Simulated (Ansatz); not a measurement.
# C3H9AsO: the cost of one run

All numbers below are computed with Ansatz 0.2.0 (RKS PBE0-D4/def2-SVP).

**1. The structure to begin with**

Bond lengths: C1–C2 1.479 Å, C2–C3 1.505 Å, C2–O4 1.352 Å, C2–As5 2.001 Å, C1–H6 1.109 Å, C1–H7 1.140 Å, C1–H8 1.132 Å, C3–H9 1.166 Å, C3–H10 1.121 Å, C3–H11 1.113 Å, O4–H12 1.020 Å, As5–H13 1.550 Å, As5–H14 1.533 Å. Angles (14 of 22 angles, heavy atoms first): C1–C2–C3 109.0°, C1–C2–O4 112.5°, C1–C2–As5 109.6°, C3–C2–O4 107.9°, C3–C2–As5 109.7°, O4–C2–As5 108.1°, C2–C1–H6 115.6°, C2–C1–H7 112.9°, C2–C1–H8 111.0°, C2–C3–H9 112.4°, C2–C3–H10 113.2°, C2–C3–H11 112.0°, C2–O4–H12 109.9°, C2–As5–H13 93.5°.

Coordinates:

```xyz
14

C    -0.9542    1.0242    0.3583
C    -0.3196   -0.2450   -0.0592
C     1.0469   -0.3387    0.5641
O    -1.0286   -1.3296    0.3276
As   -0.1552   -0.2892   -2.0526
H    -1.1060    1.1478    1.4497
H    -0.3840    1.9437   -0.0005
H    -1.9776    1.1396   -0.1117
H     1.0089   -0.2861    1.7281
H     1.7265    0.5009    0.2660
H     1.5541   -1.2979    0.3158
H    -1.1744   -1.3065    1.3369
H     0.9518    0.7957   -2.0816
H     0.7984   -1.4882   -2.0120
```

**2. Relaxing end A**

Input file input.yaml:

```yaml
crystal:
  periodic: [false, false, false]
  atoms:
    - { symbol: C, position_ang: [-0.9542, 1.0242, 0.3583] }
    - { symbol: C, position_ang: [-0.3196, -0.245, -0.0592] }
    - { symbol: C, position_ang: [1.0469, -0.3387, 0.5641] }
    - { symbol: O, position_ang: [-1.0286, -1.3296, 0.3276] }
    - { symbol: As, position_ang: [-0.1552, -0.2892, -2.0526] }
    - { symbol: H, position_ang: [-1.106, 1.1478, 1.4497] }
    - { symbol: H, position_ang: [-0.384, 1.9437, -0.0005] }
    - { symbol: H, position_ang: [-1.9776, 1.1396, -0.1117] }
    - { symbol: H, position_ang: [1.0089, -0.2861, 1.7281] }
    - { symbol: H, position_ang: [1.7265, 0.5009, 0.266] }
    - { symbol: H, position_ang: [1.5541, -1.2979, 0.3158] }
    - { symbol: H, position_ang: [-1.1744, -1.3065, 1.3369] }
    - { symbol: H, position_ang: [0.9518, 0.7957, -2.0816] }
    - { symbol: H, position_ang: [0.7984, -1.4882, -2.012] }
basis:
  gaussian: { orbitals: def2-SVP }
hamiltonian:
  xc: pbe0
  dispersion: d4
relax:
  f_tol: 0.015
  max_steps: 40
output:
  orbitals: {}
```

The run is started by

```console
$ ansatz run input.yaml --threads 2 --pin off --max-ram 3072MiB --backend cpu --events-out ev --progress --plain --runs-dir out
```

**Question.** How long does this run take on 2 threads of Arm Neoverse V1, shared host, and how much memory does it need?

About 42 s, with a peak of 0.4 GiB.
